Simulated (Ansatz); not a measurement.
# C7H13ClO2: a ladder of functionals and wavefunction methods

An exercise on one series of results from a longer session: the logs are not shown, and one member is left open.

Method: functionals in def2-TZVPP, the program's frozen cores in correlated methods; program: Ansatz 0.2.0, Gaussian basis.

The runs, in order: LDA (SPW92), PBE-D4, revPBE-D4, BLYP-D4, r2SCAN-D4, B97M-V, PBE0-D4, B3LYP-D4, r2SCANh-D4, r2SCAN0-D4, HSE06-D4, BHLYP-D4, CAM-B3LYP-D4, LC-ωPBE, ωB97X-V, ωB97M-V, B2PLYP, PBE-QIDH; CCSD(T)/def2-SVP; CCSD(T)/def2-TZVPP; MP2/def2-QZVPP; extrapolation to the limit; RPA on PBE.

## Structure used throughout

The geometry comes from an earlier relaxation with PBE0-D4 in a triple-zeta def2 set; it is a stationary point, not always the lowest conformer.

SMILES `CC(C)COC(=O)CCCl`, 23 atoms, charge 0, spin multiplicity 1.

Atoms are counted from 1 here; the program's logs count them from 0.

Bond lengths: C1–C2 1.521 Å, C1–H11 1.092 Å, C1–H12 1.095 Å, C1–H13 1.092 Å, C2–C3 1.521 Å, C2–C4 1.517 Å, C2–H14 1.096 Å, C3–H15 1.093 Å, C3–H16 1.092 Å, C3–H17 1.095 Å, C4–O5 1.434 Å, C4–H18 1.093 Å, C4–H19 1.091 Å, O5–C6 1.339 Å, C6–O7 1.200 Å, C6–C8 1.508 Å, C8–C9 1.513 Å, C8–H20 1.095 Å and more. Angles: C2–C1–H11 110.8°, C2–C1–H12 110.8°, C2–C1–H13 111.7°, H11–C1–H12 107.7°, H11–C1–H13 107.9°, H12–C1–H13 107.8°, C1–C2–C3 111.5°, C1–C2–C4 111.6°, C1–C2–H14 109.1°, C3–C2–C4 108.9°, C3–C2–H14 108.4°, C4–C2–H14 107.2°, C2–C3–H15 111.6°, C2–C3–H16 110.7°, C2–C3–H17 111.0°, H15–C3–H16 107.9°, H15–C3–H17 108.0°, H16–C3–H17 107.5° and more.

Geometry (Å):

```
C    -0.11672   -1.79791   -1.13430
C     0.03714   -0.35920   -1.60192
C    -0.28100   -0.21675   -3.08279
C    -0.85388    0.58315   -0.81438
O    -0.57213    0.54963    0.59091
C     0.41705    1.34162    1.02232
O     1.05669    2.06995    0.31436
C     0.60508    1.23180    2.51460
C     0.34714   -0.15266    3.06709
Cl    0.61962   -0.18127    4.82877
H     0.56125   -2.45813   -1.67987
H    -1.13767   -2.15449   -1.30512
H     0.09881   -1.90081   -0.06900
H     1.07200   -0.03872   -1.43876
H    -0.13103    0.80880   -3.42887
H     0.35912   -0.86908   -3.68037
H    -1.31955   -0.49502   -3.28911
H    -1.90070    0.28064   -0.89502
H    -0.74323    1.60816   -1.17200
H    -0.07976    1.94664    2.98225
H     1.61778    1.56401    2.74176
H     1.02211   -0.88991    2.63355
H    -0.67815   -0.47046    2.89590
```

The first run:

The input, in.yaml:

```yaml
crystal:
  periodic: [false, false, false]
  atoms:
    - {symbol: C, position_ang: [-0.116718, -1.797908, -1.134300]}
    - {symbol: C, position_ang: [0.037144, -0.359201, -1.601921]}
    - {symbol: C, position_ang: [-0.281001, -0.216747, -3.082789]}
    - {symbol: C, position_ang: [-0.853881, 0.583146, -0.814377]}
    - {symbol: O, position_ang: [-0.572134, 0.549627, 0.590909]}
    - {symbol: C, position_ang: [0.417051, 1.341619, 1.022319]}
    - {symbol: O, position_ang: [1.056691, 2.069947, 0.314362]}
    - {symbol: C, position_ang: [0.605075, 1.231796, 2.514599]}
    - {symbol: C, position_ang: [0.347139, -0.152665, 3.067093]}
    - {symbol: Cl, position_ang: [0.619617, -0.181271, 4.828769]}
    - {symbol: H, position_ang: [0.561255, -2.458132, -1.679869]}
    - {symbol: H, position_ang: [-1.137673, -2.154485, -1.305123]}
    - {symbol: H, position_ang: [0.098814, -1.900810, -0.068998]}
    - {symbol: H, position_ang: [1.072001, -0.038716, -1.438756]}
    - {symbol: H, position_ang: [-0.131026, 0.808797, -3.428872]}
    - {symbol: H, position_ang: [0.359117, -0.869075, -3.680369]}
    - {symbol: H, position_ang: [-1.319553, -0.495016, -3.289111]}
    - {symbol: H, position_ang: [-1.900697, 0.280642, -0.895025]}
    - {symbol: H, position_ang: [-0.743232, 1.608157, -1.172003]}
    - {symbol: H, position_ang: [-0.079755, 1.946639, 2.982251]}
    - {symbol: H, position_ang: [1.617781, 1.564012, 2.741757]}
    - {symbol: H, position_ang: [1.022112, -0.889907, 2.633547]}
    - {symbol: H, position_ang: [-0.678150, -0.470458, 2.895897]}
basis:
  gaussian: {orbitals: def2-TZVPP}
hamiltonian: {xc: lda}
output: {orbitals: {seedname: orbitals}}
```

Started as:

```sh
> ansatz run in.yaml --threads 4 --pin off --events-out ev --progress --plain --max-ram 41984MiB --backend cuda --devices 0, --max-vram 37GiB
```

Among the steps run: LDA; PBE-D4 (GGA); revPBE-D4 (GGA); BLYP-D4 (GGA); r2SCAN-D4 (meta-GGA); B97M-V (meta-GGA); PBE0-D4 (hybrid); B3LYP-D4 (hybrid); r2SCANh-D4 (hybrid); r2SCAN0-D4 (hybrid); HSE06-D4 (hybrid); BHLYP-D4 (hybrid); CAM-B3LYP-D4 (range-separated); LC-ωPBE (range-separated); ωB97X-V (range-separated); ωB97M-V (range-separated); B2PLYP (double hybrid); PBE-QIDH (double hybrid).

One of the session's tables, all rows but one given; the rest of the session is left out.

It belongs to the step «Frontier levels by functional». 

| functional | HOMO (eV) | gap (eV) |
| --- | --- | --- |
| LDA (SPW92) | -6.66 | 5.24 |
| PBE-D4 | -6.45 | 5.31 |
| revPBE-D4 | -6.36 | 5.33 |
| BLYP-D4 | -6.34 | 5.32 |
| r2SCAN-D4 | -6.78 | 5.89 |
| B97M-V | -6.93 | 6.10 |
| PBE0-D4 | -8.05 | 8.01 |
| B3LYP-D4 | -7.80 | 7.48 |
| r2SCANh-D4 | -7.39 | 6.89 |
| r2SCAN0-D4 | -8.29 | 8.40 |
| HSE06-D4 | -7.65 | 7.22 |
| BHLYP-D4 | -9.56 | 10.64 |
| CAM-B3LYP-D4 | -9.51 | 10.62 |
| LC-ωPBE | ? | ? |
| ωB97X-V | -10.51 | 12.75 |
| ωB97M-V | -10.43 | 12.47 |

Q: Estimate the row for LC-ωPBE from the others.

As computed: HOMO (eV): -10.84; gap (eV): 13.23. In the column «HOMO (eV)» it is the lowest.
